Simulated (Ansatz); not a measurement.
# AlBFH₄N: one species, many methods

The task here is to estimate one member of a computed series from the others.

The runs use Ansatz 0.2.0, Gaussian basis; functionals in def2-TZVPP, the program's frozen cores in correlated methods.

Levels to be run: LDA (SPW92), PBE-D4, revPBE-D4, BLYP-D4, r2SCAN-D4, B97M-V, PBE0-D4, B3LYP-D4, r2SCANh-D4, r2SCAN0-D4, HSE06-D4, BHLYP-D4, CAM-B3LYP-D4, LC-ωPBE, ωB97X-V, ωB97M-V, B2PLYP, PBE-QIDH; CCSD(T)/def2-SVP; CCSD(T)/def2-TZVPP; MP2/def2-QZVPP; extrapolation to the limit; RPA on PBE.

## The relaxed structure

The geometry comes from an earlier relaxation with PBE0-D4 in a triple-zeta def2 set; it is a stationary point, not always the lowest conformer.

SMILES `[NH2][AlH][BH]F`, 8 atoms, charge 0, spin multiplicity 1.

Atoms are counted from 1 here; the program's logs count them from 0.

Bond lengths: N1–Al2 1.770 Å, N1–H5 1.008 Å, N1–H6 1.008 Å, Al2–B3 2.169 Å, Al2–H7 1.590 Å, B3–F4 1.330 Å, B3–H8 1.208 Å. Angles: Al2–N1–H5 125.6°, Al2–N1–H6 124.3°, H5–N1–H6 110.2°, N1–Al2–B3 116.8°, N1–Al2–H7 116.9°, B3–Al2–H7 126.3°, Al2–B3–F4 118.5°, Al2–B3–H8 127.4°, F4–B3–H8 114.1°.

The first run:

Input file in.yaml:

```yaml
crystal:
  periodic: [false, false, false]
  atoms:
    - {symbol: N, position_ang: [-1.034906, 1.237962, 0.178051]}
    - {symbol: Al, position_ang: [0.358392, 0.247183, 0.637004]}
    - {symbol: B, position_ang: [0.824043, -1.438581, -0.645947]}
    - {symbol: F, position_ang: [0.022085, -1.693008, -1.675482]}
    - {symbol: H, position_ang: [-1.365507, 2.050082, 0.674377]}
    - {symbol: H, position_ang: [-1.614466, 1.063463, -0.627727]}
    - {symbol: H, position_ang: [1.149375, 0.679517, 1.946212]}
    - {symbol: H, position_ang: [1.753185, -2.203819, -0.542388]}
basis:
  gaussian: {orbitals: def2-TZVPP}
hamiltonian: {xc: lda}
output: {orbitals: {seedname: orbitals}}
```

Started as:

```console
ansatz run in.yaml --threads 2 --pin off --events-out ev --progress --plain --max-ram 4352MiB
```

Among the steps run: LDA; PBE-D4 (GGA); revPBE-D4 (GGA); BLYP-D4 (GGA); r2SCAN-D4 (meta-GGA); B97M-V (meta-GGA); B3LYP-D4 (hybrid); r2SCANh-D4 (hybrid); r2SCAN0-D4 (hybrid); HSE06-D4 (hybrid); BHLYP-D4 (hybrid); CAM-B3LYP-D4 (range-separated); LC-ωPBE (range-separated); ωB97X-V (range-separated); ωB97M-V (range-separated); B2PLYP (double hybrid); PBE-QIDH (double hybrid).

One table of the session follows, with a row left open; its other results are not shown here.

It belongs to the step «Frontier levels by functional». 

| functional | HOMO (eV) | LUMO (eV) | gap (eV) |
| --- | --- | --- | --- |
| LDA (SPW92) | -6.02 | -3.21 | 2.81 |
| PBE-D4 | ? | ? | ? |
| revPBE-D4 | -5.90 | -2.87 | 3.03 |
| BLYP-D4 | -5.85 | -2.81 | 3.04 |
| r2SCAN-D4 | -6.19 | -2.74 | 3.45 |
| B97M-V | -6.24 | -2.91 | 3.32 |
| PBE0-D4 | -7.21 | -2.10 | 5.11 |
| B3LYP-D4 | -7.03 | -2.29 | 4.74 |
| r2SCANh-D4 | -6.66 | -2.43 | 4.23 |
| r2SCAN0-D4 | -7.37 | -1.97 | 5.40 |
| HSE06-D4 | -6.81 | -2.48 | 4.33 |
| BHLYP-D4 | -8.42 | -1.18 | 7.24 |
| CAM-B3LYP-D4 | -8.60 | -1.03 | 7.57 |
| LC-ωPBE | -9.91 | 0.10 | 10.01 |
| ωB97X-V | -9.58 | 0.00 | 9.58 |
| ωB97M-V | -9.36 | -0.21 | 9.15 |

Estimate the missing values for PBE-D4.

As computed: HOMO (eV): -5.94; LUMO (eV): -2.97; gap (eV): 2.97. In the column «HOMO (eV)» it lies between LDA (SPW92) (-6.02) and revPBE-D4 (-5.90).
